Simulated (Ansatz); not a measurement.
# BeBi2: the cost of one run

Computed with Ansatz 0.2.0 (DFT PBE, scalar-relativistic, plane waves, PAW, unless a step's input says otherwise).

## (1) The structure to begin with

It takes space group P6/mmm (No. 191, hexagonal). The conventional cell has a = 4.718 Å, b = 4.718 Å, c = 3.318 Å, α = 90.00°, β = 90.00°, γ = 120.00°. Be (site symmetry 6/mmm) is surrounded by 12 Bi at 3.19 Å and 2 Be at 3.32 Å. Bi (site symmetry -6m2) has 3 Bi at 2.72 Å as nearest neighbours.

As a file:

```
CELL_PARAMETERS angstrom
4.71800 0.00000 0.00000
-2.35900 4.08591 0.00000
0.00000 0.00000 3.31848
ATOMIC_POSITIONS crystal
Be 0.00000 0.00000 0.00000
Bi 0.33333 0.66667 0.50000
Bi 0.66667 0.33333 0.50000
```

This is candidate A: TbCd2 type (P6/mmm, No. 191).

(A quick probe on a coarse mesh, which set the mesh and smearing, is not shown.)

## (3) Rough relaxation on the coarse mesh (candidate A)

The input, input.yaml:

```yaml
crystal:
  lattice:
    - [4.7180047797, 0.0, 0.0]
    - [-2.3590023899, 4.0859119945, 0.0]
    - [0.0, 0.0, 3.3184756591]
  atoms:
    - { symbol: Be, position: [0.0, 0.0, 0.0] }
    - { symbol: Bi, position: [0.3333333333, 0.6666666667, 0.5] }
    - { symbol: Bi, position: [0.6666666667, 0.3333333333, 0.5] }
basis:
  ecutwfc: 420
kpoints:
  mp_grid: { grid: [6, 6, 6] }
hamiltonian:
  xc: pbe
scf:
  occupations: { method: gaussian, width: 0.1 }
  lower_state_search: "off"
output:
  forces: true
  stress: true
  eigenvalues: true
relax:
  adjacent_minimum: "off"
  f_tol: 0.04
  max_steps: 70
  cell: { stress_tol: 0.4 }
```

The run is started by

```
> ansatz run input.yaml --threads 1 --pin off --max-ram 2560MiB --backend cpu --events-out ev --progress --plain --runs-dir out
```

Q: Estimate wall time and peak memory on 1 thread of Arm Neoverse V2, shared host.

About 20 s, with a peak of 0.36 GiB.
